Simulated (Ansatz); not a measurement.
# In2H2Cl4: taking an electron away

The task here is to estimate one member of a computed series from the others.

Method: unrestricted cation, the program's frozen cores in correlated methods; program: Ansatz 0.2.0, Gaussian basis.

Plan: UKS PBE-D4/def2-TZVPP; UKS r2SCAN-D4/def2-TZVPP; UKS PBE0-D4/def2-TZVPP; UKS B3LYP-D4/def2-TZVPP; UKS wB97X-V/def2-TZVPP; UKS wB97M-V/def2-TZVPP; UKS B2PLYP/def2-TZVPP; UHF-CCSD(T)/def2-TZVPP; UHF-MP2/def2-QZVPP; extrapolation to the limit; then −ε(HOMO) from the neutral's earlier runs with LDA (SPW92), PBE-D4, revPBE-D4, BLYP-D4, r2SCAN-D4, B97M-V, PBE0-D4, B3LYP-D4, r2SCANh-D4, r2SCAN0-D4, HSE06-D4, BHLYP-D4, CAM-B3LYP-D4, LC-ωPBE, ωB97X-V, ωB97M-V.

### The geometry

An earlier PBE0-D4 in a triple-zeta def2 set relaxation fixed the geometry. In takes the def2 core potential; no spin-orbit term is included.

8 atoms, charge 0, spin multiplicity 1.

Atoms are counted from 1 here; the program's logs count them from 0.

Bond lengths: Cl1–In2 2.306 Å, In2–Cl3 2.527 Å, In2–Cl6 2.529 Å, In2–H7 1.692 Å, Cl3–In4 2.529 Å, In4–Cl5 2.306 Å, In4–Cl6 2.527 Å, In4–H8 1.692 Å. Angles: Cl1–In2–Cl3 104.3°, Cl1–In2–Cl6 104.2°, Cl1–In2–H7 131.3°, Cl3–In2–Cl6 87.1°, Cl3–In2–H7 110.5°, Cl6–In2–H7 110.5°, In2–Cl3–In4 92.3°, Cl3–In4–Cl5 104.2°, Cl3–In4–Cl6 87.1°, Cl3–In4–H8 110.5°, Cl5–In4–Cl6 104.3°, Cl5–In4–H8 131.3°, Cl6–In4–H8 110.5°, In2–Cl6–In4 92.3°.

Set-up of the first run:

The input, in.yaml:

```yaml
crystal:
  periodic: [false, false, false]
  atoms:
    - {symbol: Cl, position_ang: [2.024103, 0.161372, -2.423479]}
    - {symbol: In, position_ang: [1.825713, -0.016379, -0.132513]}
    - {symbol: Cl, position_ang: [0.031631, -1.764050, 0.203349]}
    - {symbol: In, position_ang: [-1.772321, -0.009870, 0.458129]}
    - {symbol: Cl, position_ang: [-2.692138, 0.166980, -1.649501]}
    - {symbol: Cl, position_ang: [0.079703, 1.709321, 0.475469]}
    - {symbol: H, position_ang: [2.996826, -0.126583, 1.083785]}
    - {symbol: H, position_ang: [-2.493507, -0.120789, 1.984762]}
basis:
  gaussian: {orbitals: def2-TZVPP}
total_charge: 1
magnetization: {spin_polarized: true, initial_magnetization: 1}
hamiltonian: {xc: pbe, dispersion: d4}
```

Started as:

```bash
$ ansatz run in.yaml --threads 2 --pin off --events-out ev --progress --plain --max-ram 20480MiB --backend cuda --devices 0, --max-vram 18GiB
```

Steps of the session up to this table: Cation, UKS PBE-D4/def2-TZVPP; Cation, UKS r2SCAN-D4/def2-TZVPP; Cation, UKS PBE0-D4/def2-TZVPP; Cation, UKS B3LYP-D4/def2-TZVPP; Cation, UKS wB97X-V/def2-TZVPP; Cation, UKS wB97M-V/def2-TZVPP; Cation, UKS B2PLYP (frozen core)/def2-TZVPP; Cation, UHF-CCSD(T)/def2-TZVPP; Cation, UHF-MP2/def2-QZVPP.

One table of the session follows, with a row left open; its other results are not shown here.

It belongs to the step «Ionisation energies side by side». For comparison, −ε(HOMO) of the neutral from earlier runs:

| functional | −ε(HOMO) (eV) |
| --- | --- |
| LDA (SPW92) | 7.57 |
| PBE-D4 | 7.43 |
| revPBE-D4 | 7.38 |
| BLYP-D4 | 7.27 |
| r2SCAN-D4 | 7.79 |
| B97M-V | 7.89 |
| PBE0-D4 | 8.81 |
| B3LYP-D4 | 8.53 |
| r2SCANh-D4 | 8.29 |
| r2SCAN0-D4 | 9.05 |
| HSE06-D4 | 8.40 |
| BHLYP-D4 | 10.03 |
| CAM-B3LYP-D4 | 10.16 |
| LC-ωPBE | ? |
| ωB97X-V | 11.21 |
| ωB97M-V | 11.04 |

Q: Estimate the row for LC-ωPBE from the others.

As computed: −ε(HOMO) (eV): 11.58. In the column «−ε(HOMO) (eV)» it is the highest.
